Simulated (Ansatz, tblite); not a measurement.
# The cluster Si3Se4+: a ladder of methods and basis sets

How do method and basis change the picture of the cluster Si3Se4+ (doublet)?

The runs use Ansatz 0.2.0, Gaussian basis; as each input shows.

Plan: GFN1-xTB, GFN2-xTB, PBE-D4/def2-TZVP, r2SCAN-D4/def2-TZVP, PBE-D4/def2-SVP, PBE0-D4/def2-SVP, HF/STO-3G, HF/6-31G, B3LYP-D4/6-31G, MP2/def2-SVP.

6 further runs of the same task are left out: 4 that didn't finish, 2 set aside as unsound or not needed. Runs told in other sessions of the task aren't counted.

**1. The relaxed structure**

The doublet was relaxed beforehand with PBE-D4/def2-SVP. At that level it is the lowest of the isomers that a small search found.

7 atoms, charge 1, spin multiplicity 2.

Bond lengths: Si1–Se4 2.560 Å, Si1–Se6 2.288 Å, Si2–Se4 2.404 Å, Si2–Se5 2.259 Å, Si2–Se7 2.081 Å, Si3–Se4 2.408 Å, Si3–Se5 2.341 Å, Si3–Se6 2.334 Å. Angles: Se4–Si1–Se6 96.7°, Se4–Si2–Se5 100.5°, Se4–Si2–Se7 124.4°, Se5–Si2–Se7 135.1°, Se4–Si3–Se5 98.1°, Se4–Si3–Se6 99.8°, Se5–Si3–Se6 111.8°, Si1–Se4–Si2 106.6°, Si1–Se4–Si3 78.0°, Si2–Se4–Si3 78.5°, Si2–Se5–Si3 82.9°, Si1–Se6–Si3 85.2°.

The ion is computed in the gas phase, without counter-ions or solvent.

PBE0-D4/def2-TZVP was run before; its log isn't repeated, and its numbers join the tables.

**2. GFN1-xTB**

Tight binding, by tblite at 300 K electronic temperature and without a spin-polarisation term:

```python
tblite.interface.Calculator('GFN1-xTB', numbers, positions, charge=1, uhf=1).singlepoint()
```

Energy -507.2505 eV; 0.01 s.

**3. GFN2-xTB**

Tight binding, by tblite at 300 K electronic temperature and without a spin-polarisation term:

```python
tblite.interface.Calculator('GFN2-xTB', numbers, positions, charge=1, uhf=1).singlepoint()
```

Energy -478.1050 eV; 0.015 s.

**4. PBE-D4/def2-TZVP**

start.molden holds the orbitals of an earlier run on this state, given as this run's starting guess.

Input file in.yaml:

```yaml
crystal:
  periodic: [false, false, false]
  atoms:
    - {symbol: Si, position_ang: [0.588449, 2.466280, 0.451691]}
    - {symbol: Si, position_ang: [0.335669, -1.175206, -1.135408]}
    - {symbol: Si, position_ang: [-0.616414, -0.188650, 1.584506]}
    - {symbol: Se, position_ang: [1.529370, 0.086700, 0.526212]}
    - {symbol: Se, position_ang: [-1.666809, -1.406883, -0.115706]}
    - {symbol: Se, position_ang: [-1.326659, 2.034763, 1.626085]}
    - {symbol: Se, position_ang: [1.156395, -1.816994, -2.937370]}
basis:
  gaussian: {orbitals: def2-TZVP, initial_orbitals: start.molden}
total_charge: 1
magnetization: {spin_polarized: true, initial_magnetization: 1}
hamiltonian: {xc: pbe, dispersion: d4}
scf: {omitted_lower_state_checks: [starts]}
output: {orbitals: {seedname: orbitals}}
```

Launch:

```bash
$ ansatz run in.yaml --threads 4 --pin off --events-out ev --progress --plain --max-ram 6963MiB
```

Standard output:

```text
Functional definition: PBE
  name "PBE"
  cite "Perdew, Burke & Ernzerhof, Phys. Rev. Lett. 77, 3865 (1996) doi:10.1103/PhysRevLett.77.3865"
  parent pbe
  parameter kappa = 0.804
  parameter beta = 0.06672455060314922
  exchange = pbe_x(kappa = kappa, mu = beta*pi^2/3)
  correlation = pbe_c(beta = beta)
these checks for a lower state are left out or cut short: starts
2304 factors; their error is unknown
mean field evaluation 1: about -284977.9895 eV, gradient 1.3e1 eV
mean field evaluation 2: about -284978.2399 eV, gradient 4.2e-1 eV
mean field evaluation 4: about -284978.1241 eV, gradient 1.2e-1 eV
mean field evaluation 8: about -284978.1242 eV, gradient 2.1e-5 eV
mean field -284978.12419602 eV, -10472.7528990935 hartree, gradient 2.1e-5 eV, S^2 0.756730; 0 other end points of the search recorded, 0 dependent functions left out
reference -284978.12423986 eV, -10472.7529007044 hartree; 89, 88 occupied and 214, 215 virtual orbitals, 2304 factors
Total energy: -284978.78709620 eV, -10472.7772602256 hartree
Checks for a lower state left out: starts
```

It took 4.4 s on 4 threads of AMD EPYC 9B45, shared host; peak memory 0.81 GiB.

HOMO -9.94 eV, LUMO -9.23 eV (over both spins); ⟨S²⟩ 0.757 (pure: 0.75).

**5. r2SCAN-D4/def2-TZVP**

in.yaml: that of step 4 with these lines changed.

```diff
@@ -14,4 +14,4 @@
 magnetization: {spin_polarized: true, initial_magnetization: 1}
-hamiltonian: {xc: pbe, dispersion: d4}
+hamiltonian: {xc: r2scan, dispersion: d4}
 scf: {omitted_lower_state_checks: [starts]}
-output: {orbitals: {seedname: orbitals}}
+output: {forces: true, orbitals: {seedname: orbitals}}
```

The command is unchanged.

Standard output (excerpt; [...] marks lines left out):

```text
Functional definition: r2SCAN
  name "r2SCAN"
  cite "Furness, Kaplan, Ning, Perdew & Sun, J. Phys. Chem. Lett. 11, 8208 (2020) doi:10.1021/acs.jpclett.0c02405"
  cite "Furness, Kaplan, Ning, Perdew & Sun, J. Phys. Chem. Lett. 11, 9248 (2020) doi:10.1021/acs.jpclett.0c03077"
  parent r2scan
[...]
2304 factors; their error is unknown
[...]
mean field -285025.47173277 eV, -10474.4928889756 hartree, gradient 6.2e-5 eV, S^2 0.765187; 0 other end points of the search recorded, 0 dependent functions left out
[...]
reference -285025.47174947 eV, -10474.4928895893 hartree; 89, 88 occupied and 214, 215 virtual orbitals, 2304 factors
Total energy: -285025.61312305 eV, -10474.4980849727 hartree
Atom 0 at     0.588449     2.466280     0.451691 Å, force    -0.201496    -0.209591     0.165267 eV/Å
Atom 1 at     0.335669    -1.175206    -1.135408 Å, force     0.070240    -0.114717    -0.222102 eV/Å
Atom 2 at    -0.616414    -0.188650     1.584506 Å, force     0.047432     0.282940    -0.493492 eV/Å
Atom 3 at     1.529370     0.086700     0.526212 Å, force    -0.436311    -0.050711    -0.000373 eV/Å
Atom 4 at    -1.666809    -1.406883    -0.115706 Å, force     0.413131     0.159976     0.126344 eV/Å
Atom 5 at    -1.326659     2.034763     1.626085 Å, force     0.347507    -0.280124    -0.117624 eV/Å
Atom 6 at     1.156395    -1.816994    -2.937370 Å, force    -0.240503     0.212226     0.541979 eV/Å
Dipole moment:     0.002585     0.647401     0.630073 e Å
Checks for a lower state left out: starts
```

Wall time 11 s (4 threads of AMD EPYC 9B45, shared host); peak memory 0.92 GiB.

HOMO -10.18 eV, LUMO -9.08 eV (over both spins); ⟨S²⟩ 0.765 (pure: 0.75).

**6. PBE-D4/def2-SVP**

in.yaml: that of step 5 with these lines changed.

```diff
@@ -11,7 +11,7 @@
 basis:
-  gaussian: {orbitals: def2-TZVP, initial_orbitals: start.molden}
+  gaussian: {orbitals: def2-SVP, initial_orbitals: start.molden}
 total_charge: 1
 magnetization: {spin_polarized: true, initial_magnetization: 1}
-hamiltonian: {xc: r2scan, dispersion: d4}
+hamiltonian: {xc: pbe, dispersion: d4}
 scf: {omitted_lower_state_checks: [starts]}
-output: {forces: true, orbitals: {seedname: orbitals}}
+output: {orbitals: {seedname: orbitals}}
```

Same command.

Standard output:

```text
Functional definition: PBE
  name "PBE"
  cite "Perdew, Burke & Ernzerhof, Phys. Rev. Lett. 77, 3865 (1996) doi:10.1103/PhysRevLett.77.3865"
  parent pbe
  parameter kappa = 0.804
  parameter beta = 0.06672455060314922
  exchange = pbe_x(kappa = kappa, mu = beta*pi^2/3)
  correlation = pbe_c(beta = beta)
these checks for a lower state are left out or cut short: starts
1972 factors; their error is unknown
mean field evaluation 1: about -284937.8213 eV, gradient 1.1e1 eV
mean field evaluation 2: about -284938.1903 eV, gradient 4.4e-1 eV
mean field evaluation 4: about -284937.7474 eV, gradient 1.0e-1 eV
mean field evaluation 8: about -284937.7474 eV, gradient 2.7e-5 eV
mean field -284937.74743215 eV, -10471.2690803895 hartree, gradient 2.7e-5 eV, S^2 0.756304; 0 other end points of the search recorded, 0 dependent functions left out
reference -284937.74746884 eV, -10471.2690817379 hartree; 89, 88 occupied and 93, 94 virtual orbitals, 1972 factors
Total energy: -284938.41032518 eV, -10471.2934412591 hartree
Checks for a lower state left out: starts
```

It took 2.3 s on 4 threads of AMD EPYC 9B45, shared host.

Report: HOMO -10.02 eV, LUMO -9.33 eV (over both spins); ⟨S²⟩ 0.756 (pure: 0.75).

**7. PBE0-D4/def2-SVP**

in.yaml: that of step 6 with these lines changed.

```diff
@@ -14,3 +14,3 @@
 magnetization: {spin_polarized: true, initial_magnetization: 1}
-hamiltonian: {xc: pbe, dispersion: d4}
+hamiltonian: {xc: pbe0, dispersion: d4}
 scf: {omitted_lower_state_checks: [starts]}
```

Same command.

Standard output:

```text
Functional definition: PBE0
  name "PBE0"
  cite "Adamo & Barone, J. Chem. Phys. 110, 6158 (1999) doi:10.1063/1.478522"
  cite "Perdew, Burke & Ernzerhof, Phys. Rev. Lett. 77, 3865 (1996) doi:10.1103/PhysRevLett.77.3865"
  parent pbe
  parameter a = 0.25
  parameter kappa = 0.804
  parameter beta = 0.06672455060314922
  exchange = (1 - a)*pbe_x(kappa = kappa, mu = beta*pi^2/3) + a*exact_x
  correlation = pbe_c(beta = beta)
these checks for a lower state are left out or cut short: starts
1726 factors; integrals over basis functions are off by at most 8.1e-4 eV
mean field evaluation 1: about -284947.4048 eV, gradient 6.7e0 eV
mean field evaluation 2: about -284947.5497 eV, gradient 1.6e-1 eV
mean field evaluation 4: about -284947.5693 eV, gradient 7.8e-4 eV
mean field -284947.56927168 eV, -10471.6300263346 hartree, gradient 2.1e-5 eV, S^2 0.762403; 0 other end points of the search recorded, 0 dependent functions left out
reference -284947.56929903 eV, -10471.6300273399 hartree; 89, 88 occupied and 93, 94 virtual orbitals, 1726 factors
Total energy: -284948.14905474 eV, -10471.6513329690 hartree
Checks for a lower state left out: starts
```

Wall time 7 s (4 threads of AMD EPYC 9B45, shared host); peak memory 1.1 GiB.

HOMO -11.02 eV, LUMO -8.73 eV (over both spins); ⟨S²⟩ 0.762 (pure: 0.75).

**8. HF/STO-3G**

in.yaml: that of step 7 with these lines changed.

```diff
@@ -11,6 +11,6 @@
 basis:
-  gaussian: {orbitals: def2-SVP, initial_orbitals: start.molden}
+  gaussian: {orbitals: STO-3G}
 total_charge: 1
 magnetization: {spin_polarized: true, initial_magnetization: 1}
-hamiltonian: {xc: pbe0, dispersion: d4}
+hamiltonian: {xc: hf}
 scf: {omitted_lower_state_checks: [starts]}
```

The command is unchanged.

Standard output:

```text
Functional definition: HF
  name "HF"
  cite "Fock, Z. Phys. 61, 126 (1930) doi:10.1007/BF01340294"
  parent pbe
  exchange = exact_x
  correlation = 0
these checks for a lower state are left out or cut short: starts
1017 factors; integrals over basis functions are off by at most 3.9e-5 eV
mean field evaluation 1: about -281657.0980 eV, gradient 2.7e1 eV
mean field evaluation 2: about -281657.1452 eV, gradient 2.7e1 eV
mean field evaluation 4: about -281665.6365 eV, gradient 3.0e0 eV
mean field evaluation 8: about -281665.8631 eV, gradient 2.2e-1 eV
mean field evaluation 16: about -281666.0350 eV, gradient 1.1e-1 eV
mean field -281666.03531415 eV, -10351.0358776991 hartree, gradient 2.3e-5 eV, S^2 1.248245; 0 other end points of the search recorded, 0 dependent functions left out
reference -281666.03531415 eV, -10351.0358776991 hartree; 89, 88 occupied and 10, 11 virtual orbitals, 1017 factors
Total energy: -281666.03531415 eV, -10351.0358776991 hartree
Checks for a lower state left out: starts
```

Run time: 2.5 s. Hardware: 4 threads of AMD EPYC 9B45, shared host; peak memory 0.66 GiB.

Report: HOMO -10.44 eV, LUMO -2.30 eV (over both spins); ⟨S²⟩ 1.248 (pure: 0.75). Doubts: spin contamination.

**9. HF/6-31G**

in.yaml: that of step 8 with these lines changed.

```diff
@@ -11,3 +11,3 @@
 basis:
-  gaussian: {orbitals: STO-3G}
+  gaussian: {orbitals: 6-31G}
 total_charge: 1
```

The command is unchanged.

Standard output:

```text
Functional definition: HF
  name "HF"
  cite "Fock, Z. Phys. 61, 126 (1930) doi:10.1007/BF01340294"
  parent pbe
  exchange = exact_x
  correlation = 0
these checks for a lower state are left out or cut short: starts
1432 factors; integrals over basis functions are off by at most 2.3e-4 eV
mean field evaluation 1: about -284746.0978 eV, gradient 1.9e1 eV
mean field evaluation 2: about -284746.1864 eV, gradient 1.9e1 eV
mean field evaluation 4: about -284749.6997 eV, gradient 2.9e0 eV
mean field evaluation 8: about -284749.9118 eV, gradient 7.9e-1 eV
mean field evaluation 16: about -284749.9568 eV, gradient 1.7e-1 eV
mean field -284750.00437728 eV, -10464.3696503798 hartree, gradient 2.5e-5 eV, S^2 1.119252; 0 other end points of the search recorded, 0 dependent functions left out
reference -284750.00437728 eV, -10464.3696503798 hartree; 89, 88 occupied and 66, 67 virtual orbitals, 1432 factors
Total energy: -284750.00437728 eV, -10464.3696503798 hartree
Checks for a lower state left out: starts
```

Wall time 6.5 s (4 threads of AMD EPYC 9B45, shared host); peak memory 1 GiB.

From the report: HOMO -13.03 eV, LUMO -5.71 eV (over both spins); ⟨S²⟩ 1.119 (pure: 0.75). Doubts: spin contamination.

**10. B3LYP-D4/6-31G**

in.yaml: that of step 9 with these lines changed.

```diff
@@ -14,3 +14,3 @@
 magnetization: {spin_polarized: true, initial_magnetization: 1}
-hamiltonian: {xc: hf}
+hamiltonian: {xc: {name: B3LYP}, dispersion: d4}
 scf: {omitted_lower_state_checks: [starts]}
```

Same command.

Standard output (excerpt; [...] marks lines left out):

```text
Functional definition: B3LYP
  name "B3LYP"
  cite "Stephens, Devlin, Chabalowski & Frisch, J. Phys. Chem. 98, 11623 (1994) doi:10.1021/j100096a001"
  cite "Becke, Phys. Rev. A 38, 3098 (1988) doi:10.1103/PhysRevA.38.3098"
  cite "Lee, Yang & Parr, Phys. Rev. B 37, 785 (1988) doi:10.1103/PhysRevB.37.785"
  cite "Vosko, Wilk & Nusair, Can. J. Phys. 58, 1200 (1980) doi:10.1139/p80-159"
[...]
1432 factors; integrals over basis functions are off by at most 2.3e-4 eV
[...]
mean field -284987.54667349 eV, -10473.0991687536 hartree, gradient 6.3e-5 eV, S^2 0.761115; 0 other end points of the search recorded, 0 dependent functions left out
reference -284987.54696384 eV, -10473.0991794239 hartree; 89, 88 occupied and 66, 67 virtual orbitals, 1432 factors
Total energy: -284988.65557142 eV, -10473.1399200009 hartree
Checks for a lower state left out: starts
```

It took 4.8 s on 4 threads of AMD EPYC 9B45, shared host; peak memory 0.95 GiB.

From the report: HOMO -10.82 eV, LUMO -9.10 eV (over both spins); ⟨S²⟩ 0.761 (pure: 0.75).

**11. MP2/def2-SVP**

in.yaml: that of step 10 with these lines changed.

```diff
@@ -11,6 +11,6 @@
 basis:
-  gaussian: {orbitals: 6-31G}
+  gaussian: {orbitals: def2-SVP, initial_orbitals: start.molden}
 total_charge: 1
 magnetization: {spin_polarized: true, initial_magnetization: 1}
-hamiltonian: {xc: {name: B3LYP}, dispersion: d4}
+correlation: {method: mp2}
 scf: {omitted_lower_state_checks: [starts]}
```

Same command.

Standard output:

```text
Functional definition: HF
  name "HF"
  cite "Fock, Z. Phys. 61, 126 (1930) doi:10.1007/BF01340294"
  parent pbe
  exchange = exact_x
  correlation = 0
these checks for a lower state are left out or cut short: starts
1726 factors; integrals over basis functions are off by at most 8.1e-4 eV
mean field evaluation 1: about -284753.8968 eV, gradient 2.0e1 eV
mean field evaluation 2: about -284755.4496 eV, gradient 1.5e0 eV
mean field evaluation 4: about -284755.5983 eV, gradient 4.6e-1 eV
mean field evaluation 8: about -284755.6008 eV, gradient 3.5e-4 eV
mean field -284755.60084081 eV, -10464.5753166212 hartree, gradient 2.8e-6 eV, S^2 0.868224; 0 other end points of the search recorded, 0 dependent functions left out
51 core orbitals not correlated: weight in the atoms' cores, before any rotation towards them, 1.000 or more for the frozen orbitals, at most 0.000 for the correlated occupied ones
reference -284755.60084081 eV, -10464.5753166212 hartree; 38, 37 occupied and 93, 94 virtual orbitals, 1726 factors
second order -31.56342339 eV of doubles, -0.00000000 eV of singles
Total energy: -284787.16426420 eV, -10465.7352510364 hartree
Checks for a lower state left out: starts
```

Run time: 9.5 s. Hardware: 4 threads of AMD EPYC 9B45, shared host; peak memory 1.3 GiB.

Report: Hartree-Fock HOMO -13.12 eV, LUMO -5.35 eV (over both spins); ⟨S²⟩ 0.868 (pure: 0.75).

**12. Comparison**

| level | functions | HOMO (eV) | LUMO (eV) | gap (eV) | ⟨S²⟩ | time |
| --- | --- | --- | --- | --- | --- | --- |
| HF/STO-3G | 99 | -10.44 | -2.30 | 8.15 | 1.248 | 2.5 s |
| HF/6-31G | 155 | -13.03 | -5.71 | 7.32 | 1.119 | 6.5 s |
| PBE-D4/def2-SVP | 182 | -10.02 | -9.33 | 0.69 | 0.756 | 2.3 s |
| PBE-D4/def2-TZVP | 303 | -9.94 | -9.23 | 0.71 | 0.757 | 4.4 s |
| r2SCAN-D4/def2-TZVP | 303 | -10.18 | -9.08 | 1.10 | 0.765 | 11 s |
| B3LYP-D4/6-31G | 155 | -10.82 | -9.10 | 1.72 | 0.761 | 4.8 s |
| PBE0-D4/def2-SVP | 182 | -11.02 | -8.73 | 2.29 | 0.762 | 7 s |
| PBE0-D4/def2-TZVP | 303 | -10.91 | -8.59 | 2.32 | 0.763 | 13 s |

Energy pieces by basis (eV):

| basis | HF | MP2 correlation | total |
| --- | --- | --- | --- |
| def2-SVP | -284755.6008 | -31.5634 | -284787.1643 (MP2) |

**13. Results**

```
                                                  quantity                                value
 gap in def2-TZVP, named functionals, smallest and largest  0.71 eV (PBE-D4), 2.32 eV (PBE0-D4)
                          correlation energy, MP2/def2-SVP                            -31.56 eV
⟨S²⟩ in def2-TZVP, named functionals, smallest and largest                         0.757, 0.765
           PBE0 total energy, smallest basis above largest       40.41 eV (def2-SVP, def2-TZVP)
```

In words: Orbital gaps of the named functionals in def2-TZVP span 0.71 eV (PBE-D4) to 2.32 eV (PBE0-D4); exact exchange widens it. Over the named functionals in def2-TZVP spin contamination reaches 0.02 (r2SCAN-D4), which is small.

The slowest run with a step of its own, r2SCAN-D4/def2-TZVP, took 11 s; the quickest functional in def2-TZVP took 4.4 s (shared host).
